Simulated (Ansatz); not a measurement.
# CH2F2OSi: how energies converge with the basis set

Aim: see how fast density functionals converge with the basis set for CH2F2OSi.

Method: one geometry, several basis sets; program: Ansatz 0.2.0, Gaussian basis.

Levels to be run: PBE0-D4/def2-SVP; ωB97M-V/def2-SVP; PBE0-D4/def2-QZVPP; ωB97M-V/def2-QZVPP; the functionals' def2-TZVPP values are taken from earlier runs.

**1. The geometry**

The geometry comes from an earlier relaxation with PBE0-D4/def2-TZVP; it is a stationary point, not always the lowest conformer.

SMILES `F[Si]1(F)CO1`, 7 atoms, charge 0, spin multiplicity 1.

Atoms are counted from 1 here; the program's logs count them from 0.

Bond lengths: F1–Si2 1.571 Å, Si2–F3 1.571 Å, Si2–C4 1.775 Å, Si2–O5 1.614 Å, C4–O5 1.536 Å, C4–H6 1.087 Å, C4–H7 1.087 Å. Angles: F1–Si2–F3 105.9°, F1–Si2–C4 125.0°, F1–Si2–O5 119.3°, F3–Si2–C4 125.0°, F3–Si2–O5 119.3°, C4–Si2–O5 53.7°, Si2–C4–O5 57.8°, Si2–C4–H6 122.7°, Si2–C4–H7 122.7°, O5–C4–H6 111.4°, O5–C4–H7 111.4°, H6–C4–H7 113.5°, Si2–O5–C4 68.5°.

**2. PBE0-D4 in def2-SVP**

Input file in.yaml:

```yaml
crystal:
  periodic: [false, false, false]
  atoms:
    - {symbol: F, position_ang: [0.724113, -1.240907, 1.605406]}
    - {symbol: Si, position_ang: [0.126651, -0.777322, 0.227888]}
    - {symbol: F, position_ang: [-0.553653, -2.048626, -0.396931]}
    - {symbol: C, position_ang: [-0.267961, 0.899958, -0.196891]}
    - {symbol: O, position_ang: [0.995020, 0.198920, -0.720056]}
    - {symbol: H, position_ang: [-0.018707, 1.742526, 0.442694]}
    - {symbol: H, position_ang: [-0.944264, 1.157450, -1.007710]}
basis:
  gaussian: {orbitals: def2-SVP}
hamiltonian: {xc: pbe0, dispersion: d4}
output: {orbitals: {seedname: orbitals}}
```

Run with:

```
$ ansatz run in.yaml --threads 2 --pin off --events-out ev --progress --plain --max-ram 4352MiB
```

The runs that follow: ωB97M-V in def2-SVP; PBE0-D4 in def2-QZVPP; ωB97M-V in def2-QZVPP.

Q: Predict the results of all the runs planned. Wanted: PBE0-D4: double and triple zeta above quadruple; ωB97M-V: double and triple zeta above quadruple.

As calculated:

```
                                       quantity           value
PBE0-D4: double and triple zeta above quadruple  14.71, 0.77 eV
ωB97M-V: double and triple zeta above quadruple  14.87, 0.72 eV
```

**Reading.** For PBE0-D4 the step from double to triple zeta gains 13.94 eV and the next only 0.77 eV. These are total energies; as a rule much of such shifts cancels in differences, which this series doesn't test. The LUMO of ωB97M-V is positive and keeps falling with the basis (2.07 to 1.24 eV): an unbound level that the basis holds in place.
